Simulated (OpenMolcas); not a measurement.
# C2H3ClSi (SMILES ClC1=C[SiH2]1): a chain of runs

Aim: a single-point energy (HF/ANO-RCC-MB), then a single-point energy (CASSCF(2,2)/ANO-RCC-VDZP), then the energy along one coordinate (CASPT2(2,2)/ANO-RCC-VDZP), then the energy along one coordinate (SC-NEVPT2(2,2)/ANO-RCC-VDZP), then an energy scan (MC-PDFT[tPBE](2,2)/ANO-RCC-VDZP) of C2H3ClSi. 

The results are computed with OpenMolcas 26.06.

## 1. The system as given

The species is C2H3ClSi (7 atoms), meant as a singlet with charge 0. As SMILES, `ClC1=C[SiH2]1`. The coordinates come from a PBE0-D4/def2-TZVP relaxation.

Bond lengths: Cl1–C2 1.700 Å, C2–C3 1.327 Å, C2–Si4 1.804 Å, C3–Si4 1.819 Å, C3–H5 1.082 Å, Si4–H6 1.482 Å, Si4–H7 1.482 Å. Some angles: Cl1–C2–C3 135.8°, Cl1–C2–Si4 155.1°, C3–C2–Si4 69.2°, C2–C3–Si4 67.9°, C2–Si4–C3 43.0°, C2–C3–H5 137.0°, Si4–C3–H5 155.1°, C2–Si4–H6 121.6°, C2–Si4–H7 121.6°, C3–Si4–H6 121.6°.

## 2. The energy at HF/ANO-RCC-MB (DKH2) (run 1)

Input file struct.xyz:

```xyz
7

Cl    -1.169200    -2.293300     0.411500
C     -0.358000    -0.819900     0.163200
C      0.836800    -0.330000     0.466700
Si    -0.185900     0.871600    -0.438900
H      1.727500    -0.673800     0.975600
H     -0.837800     2.011300     0.248800
H      0.047800     1.166200    -1.872600
```

Input file step1.inp:

```
&gateway
  coord=struct.xyz
  basis=ANO-RCC-MB
  group=NoSym

&seward

&scf
  prorbitals=0

&localisation
  occupied
  freeze
  pipek-mezey

&localisation
  fileorb=$Project.LocOrb
  virtual
  pipek-mezey
```

Run with:

```bash
$ export MOLCAS_MEM=1860
$ pymolcas step1.inp > step1.log
```

The program printed:

```text
--- Start Module: gateway ---
[...]
--- Stop Module: gateway /rc=_RC_ALL_IS_WELL_ ---
[...]
      Basis functions           31
[...]
       Convergence after  11 Iterations
[...]
::    Total SCF energy                               -827.6640188829
[...]
      Total spin, S                                     0.0000000000
[...]
      Total electronic charge=   46.000000
      Total            charge=   -0.000000
[...]
      Dipole Moment (debye):
      Origin of the operator (angstrom)=   -0.4379   -0.7456    0.1002
                   X=  8.3488E-01               Y=  1.5352E+00               Z= -2.6308E-01           Total=  1.7672E+00
      Quadrupole Moment (debye*angstrom):
[...]
--- Start Module: localisation ---
[...]
--- Stop Module: localisation /rc=_RC_ALL_IS_WELL_ ---
--- Start Module: localisation ---
[...]
--- Stop Module: localisation /rc=_RC_ALL_IS_WELL_ ---
[...]
```

Run time: 4.8 s. Hardware: 1 thread of Intel Xeon Platinum 8259CL at 2.50GHz (Skylake/Cascade Lake), shared host; peak memory 0.38 GiB.

## 3. A single-point energy at CASSCF(2,2)/ANO-RCC-VDZP (DKH2, RICD fitting) (run 2)

struct.xyz is that of step 2.

Input file step2.input:

```
* C2H3ClSi CASSCF
>>> EXPORT MOLCAS_PRINT=2

&gateway
 coord = struct.xyz
 basis = ANO-RCC-MB
 group = NoSym

&seward

&rasscf
 fileorb = $CurrDir/step1.LocOrb
 alter = 2
 1 15 23
 1 24 30
 spin = 1
 nactel = 2 0 0
 inactive = 22
 ras2 = 2
 orblisting = Nothing
>>> COPY $Project.RunFile RUNFIL1
>>> COPY $Project.RasOrb INPORB

&gateway
 coord = struct.xyz
 basis = ANO-RCC-VDZP
 group = NoSym
 ricd

&seward
>>> COPY $Project.RunFile RUNFIL2

&expbas

&rasscf
 fileorb = $Project.ExpOrb
 spin = 1
 nactel = 2 0 0
 inactive = 22
 ras2 = 2
 orblisting = Nothing
 orbappear = Compact
```

Run with:

```bash
$ export MOLCAS_MEM=1860
$ pymolcas step2.input > step2.log
```

The program printed:

```text
--- Start Module: gateway ---
[...]
--- Stop Module: gateway /rc=_RC_ALL_IS_WELL_ ---
[...]
      Basis functions           31
[...]
      Number of active orbitals                  2
[...]
      Spin quantum number                      0.0
[...]
      Active orbitals                            2
[...]
      Number of CSFs                             3
[...]
      Number of root(s) required                 1
[...]
      Convergence after  9 iterations
[...]
      printout of CI-coefficients larger than  0.05 for root  1
      energy=    -827.677149
      conf/sym  11     Coeff  Weight
             1  20   0.99611 0.99224
             3  02  -0.08811 0.00776
      Natural orbitals and occupation numbers for root  1
      sym 1:   1.984474   0.015526
      ************************************************************************************************************************
      *                                                    Final results                                                     *
[...]
::    RASSCF root number  1 Total energy:   -827.67714881
[...]
      Basis functions           79
[...]
--- Start Module: expbas ---
[...]
--- Stop Module: expbas /rc=_RC_ALL_IS_WELL_ ---
--- Start Module: rasscf ---
[...]
      Convergence after 10 iterations
[...]
      Natural orbitals and occupation numbers for root  1
      sym 1:   1.984254   0.015746
      ************************************************************************************************************************
      *                                                    Final results                                                     *
[...]
::    RASSCF root number  1 Total energy:   -827.94308475
[...]
      Total electronic charge=   46.000000
      Total            charge=   -0.000000
[...]
      Dipole Moment (debye):
      Origin of the operator (angstrom)=   -0.4379   -0.7456    0.1002
                   X=  8.4608E-01               Y=  1.4659E+00               Z= -2.3078E-01           Total=  1.7082E+00
      Quadrupole Moment (debye*angstrom):
[...]
--- Stop Module: rasscf /rc=_RC_ALL_IS_WELL_ ---
[...]
```

It took 14 s on 1 thread of Intel Xeon Platinum 8259CL at 2.50GHz (Skylake/Cascade Lake), shared host; peak memory 0.38 GiB.

## 4. The energy along one coordinate at CASPT2(2,2)/ANO-RCC-VDZP (DKH2, RICD fitting, ipea shift 0.25 Eh, pt2 variant SS) (run 3)

Input file step3.inp:

```
>>> COPY $CurrDir/step2.RasOrb $Project.RasOrb
>>> ForEach K in (1, 2, 3, 4, 5, 6, 7, 8, 9)
&GATEWAY
Coord = $CurrDir/point$K.xyz
Basis = ANO-RCC-VDZP
Group = NoSym
RICD
&SEWARD
&RASSCF
FileOrb = $Project.RasOrb
Spin = 1
Nactel = 2 0 0
Inactive = 22
Ras2 = 2
OrbListing = Nothing
OrbAppear = Compact
&CASPT2
Imaginary = 0.2
Frozen = 12
>>> EndDo
```

Run with:

```bash
$ export MOLCAS_MEM=1860
$ pymolcas step3.inp > step3.log
```

The program printed:

```text
[...]
      Basis functions           79
[...]
      Number of active orbitals                  2
[...]
      Spin quantum number                      0.0
[...]
      Active orbitals                            2
[...]
      Number of CSFs                             3
[...]
      Number of root(s) required                 1
[...]
      Convergence after 13 iterations
[...]
      Natural orbitals and occupation numbers for root  1
      sym 1:   1.989101   0.010899
      ************************************************************************************************************************
      *                                                    Final results                                                     *
[...]
::    RASSCF root number  1 Total energy:   -827.93221929
[...]
::    CASPT2 Root  1     Total energy:   -828.42046428
[...]
      Convergence after 11 iterations
[...]
      Natural orbitals and occupation numbers for root  1
      sym 1:   1.984248   0.015752
      ************************************************************************************************************************
      *                                                    Final results                                                     *
[...]
      Convergence after 11 iterations
[...]
      Natural orbitals and occupation numbers for root  1
      sym 1:   1.857275   0.142725
      ************************************************************************************************************************
      *                                                    Final results                                                     *
[...]
      Convergence after 14 iterations
[...]
      Natural orbitals and occupation numbers for root  1
      sym 1:   1.712972   0.287028
      ************************************************************************************************************************
      *                                                    Final results                                                     *
[...]
      Convergence after 15 iterations
[...]
      Natural orbitals and occupation numbers for root  1
      sym 1:   1.471020   0.528980
      ************************************************************************************************************************
      *                                                    Final results                                                     *
[...]
::    RASSCF root number  1 Total energy:   -827.78506841
[...]
::    CASPT2 Root  1     Total energy:   -828.27108887
[...]
      Convergence after 12 iterations
[...]
::    RASSCF root number  1 Total energy:   -827.77627901
[...]
::    CASPT2 Root  1     Total energy:   -828.26084283
[...]
```

It took 85 s on 1 thread of Intel Xeon Platinum 8259CL at 2.50GHz (Skylake/Cascade Lake), shared host; peak memory 0.086 GiB.

The scan, from its lowest point:

```tsv
H5–C3 (Å)	energy (kJ/mol)
0.974	27.2
1.082	0.0
1.190	14.6
1.352	72.7
1.569	168.9
1.839	274.7
2.164	361.3
2.597	419.4
3.246	446.3
```

## 5. The energy along one coordinate at SC-NEVPT2(2,2)/ANO-RCC-VDZP (DKH2, RICD fitting, pt2 variant SC-NEVPT2) (run 4)

Input file step4.input:

```
>>> COPY $CurrDir/step2.RasOrb $Project.RasOrb
>>> ForEach K in (1, 2, 3, 4, 5, 6, 7, 8, 9)

&GATEWAY
 Coord
 $CurrDir/point$K.xyz
 Basis
 ANO-RCC-VDZP
 Group
 NoSym
 RICD

&SEWARD

&RASSCF
 FileOrb
 $Project.RasOrb
 Spin
 1
 Nactel
 2 0 0
 Inactive
 22
 Ras2
 2
 OrbListing
 Nothing
 OrbAppear
 Compact

&CASPT2
 SC-NEVPT2
 Frozen
 12
>>> EndDo
```

Run with:

```bash
$ export MOLCAS_MEM=1860
$ pymolcas step4.input > step4.log
```

The program printed:

```text
[...]
      Basis functions           79
[...]
      Number of active orbitals                  2
[...]
      Spin quantum number                      0.0
[...]
      Active orbitals                            2
[...]
      Number of CSFs                             3
[...]
      Number of root(s) required                 1
[...]
      Convergence after 13 iterations
[...]
      printout of CI-coefficients larger than  0.05 for root  1
      energy=    -827.932219
      conf/sym  11     Coeff  Weight
             1  20   0.99727 0.99455
             3  02  -0.07382 0.00545
      Natural orbitals and occupation numbers for root  1
      sym 1:   1.989101   0.010899
      ************************************************************************************************************************
      *                                                    Final results                                                     *
[...]
::    RASSCF root number  1 Total energy:   -827.93221929
[...]
      E2 (Variational):          -0.4837142936
[...]
::    SC-NEVPT2 Root  1     Total energy:   -828.41589023
[...]
      Convergence after 11 iterations
[...]
      Natural orbitals and occupation numbers for root  1
      sym 1:   1.984248   0.015752
      ************************************************************************************************************************
      *                                                    Final results                                                     *
[...]
      Convergence after 11 iterations
[...]
      Natural orbitals and occupation numbers for root  1
      sym 1:   1.857275   0.142725
      ************************************************************************************************************************
      *                                                    Final results                                                     *
[...]
      Convergence after 14 iterations
[...]
      Natural orbitals and occupation numbers for root  1
      sym 1:   1.712972   0.287028
      ************************************************************************************************************************
      *                                                    Final results                                                     *
[...]
      Convergence after 15 iterations
[...]
::    RASSCF root number  1 Total energy:   -827.78506841
[...]
::    SC-NEVPT2 Root  1     Total energy:   -828.26709620
[...]
      Convergence after 12 iterations
[...]
::    RASSCF root number  1 Total energy:   -827.77627901
[...]
      E2 (Variational):          -0.4813420603
[...]
      Reference weight:           0.82468
[...]
::    SC-NEVPT2 Root  1     Total energy:   -828.25762107
[...]
```

Run time: 88 s. Hardware: 1 thread of Intel Xeon Platinum 8259CL at 2.50GHz (Skylake/Cascade Lake), shared host; peak memory 0.086 GiB.

The scan, from its lowest point:

```tsv
H5–C3 (Å)	energy (kJ/mol)
0.974	28.3
1.082	0.0
1.190	13.6
1.352	70.6
1.569	166.4
1.839	273.1
2.164	361.1
2.597	418.9
3.246	443.8
```

## 6. The energy along one coordinate at MC-PDFT[tPBE](2,2)/ANO-RCC-VDZP (DKH2, RICD fitting) (run 5)

Input file step5.inp:

```
* C2H3ClSi MC-PDFT
>>> COPY $CurrDir/step2.RasOrb $Project.RasOrb
>>> ForEach K in (1, 2, 3, 4, 5, 6, 7, 8, 9)

&GATEWAY
 Coord=$CurrDir/point$K.xyz
 Basis=ANO-RCC-VDZP
 Group=NoSym
 RICD

&SEWARD

&RASSCF
 FileOrb=$Project.RasOrb
 Spin=1
 Nactel=2 0 0
 Inactive=22
 Ras2=2
 OrbListing=Nothing
 OrbAppear=Compact

&MCPDFT
 KSDFT=T:PBE
>>> EndDo
```

Run with:

```bash
$ export MOLCAS_MEM=1860
$ pymolcas step5.inp > step5.log
```

The program printed:

```text
--- Start Module: gateway ---
[...]
      Basis functions           79
[...]
      Number of active orbitals                  2
[...]
      Spin quantum number                      0.0
[...]
      Active orbitals                            2
[...]
      Number of CSFs                             3
[...]
      Number of root(s) required                 1
[...]
      Convergence after 13 iterations
[...]
      printout of CI-coefficients larger than  0.05 for root  1
      energy=    -827.932219
      conf/sym  11     Coeff  Weight
             1  20   0.99727 0.99455
             3  02  -0.07382 0.00545
      Natural orbitals and occupation numbers for root  1
      sym 1:   1.989101   0.010899
      ************************************************************************************************************************
      *                                                    Final results                                                     *
[...]
::    RASSCF root number  1 Total energy:   -827.93221929
[...]
::    MCPDFT root number  1 Total energy:   -829.26494287
[...]
      Convergence after 11 iterations
[...]
      Natural orbitals and occupation numbers for root  1
      sym 1:   1.984248   0.015752
      ************************************************************************************************************************
      *                                                    Final results                                                     *
[...]
      Convergence after 11 iterations
[...]
      Natural orbitals and occupation numbers for root  1
      sym 1:   1.857275   0.142725
      ************************************************************************************************************************
      *                                                    Final results                                                     *
[...]
      Convergence after 14 iterations
[...]
      Natural orbitals and occupation numbers for root  1
      sym 1:   1.712972   0.287028
      ************************************************************************************************************************
      *                                                    Final results                                                     *
[...]
      Convergence after 15 iterations
[...]
::    RASSCF root number  1 Total energy:   -827.78506841
[...]
::    MCPDFT root number  1 Total energy:   -829.10530602
[...]
      Convergence after 12 iterations
[...]
::    RASSCF root number  1 Total energy:   -827.77627901
[...]
      Total electronic charge=   46.000000
      Total            charge=   -0.000000
[...]
::    MCPDFT root number  1 Total energy:   -829.09463623
[...]
```

Run time: 94 s. Hardware: 1 thread of Intel Xeon Platinum 8259CL at 2.50GHz (Skylake/Cascade Lake), shared host; peak memory 0.086 GiB.

The scan, from its lowest point:

```tsv
H5–C3 (Å)	energy (kJ/mol)
0.974	27.6
1.082	0.0
1.190	13.9
1.352	71.6
1.569	169.3
1.839	281.2
2.164	378.9
2.597	446.7
3.246	474.8
```

## 7. Results

```
                                                         quantity          value
                               run 1, HF/ANO-RCC-MB: total energy  -827.66402 Eh
                              run 1, HF/ANO-RCC-MB: dipole moment         1.77 D
                                run 1, HF/ANO-RCC-MB: HOMO energy      -11.30 eV
                                run 1, HF/ANO-RCC-MB: LUMO energy        3.59 eV
                              run 1, HF/ANO-RCC-MB: HOMO–LUMO gap       14.89 eV
                    run 2, CASSCF(2,2)/ANO-RCC-VDZP: total energy  -827.94308 Eh
  run 2, CASSCF(2,2)/ANO-RCC-VDZP: dipole moment (CASSCF density)         1.71 D
       run 3, CASPT2(2,2)/ANO-RCC-VDZP: lowest energy of the scan  -828.43082 Eh
    run 4, SC-NEVPT2(2,2)/ANO-RCC-VDZP: lowest energy of the scan  -828.42667 Eh
run 5, MC-PDFT[tPBE](2,2)/ANO-RCC-VDZP: lowest energy of the scan  -829.27546 Eh
```
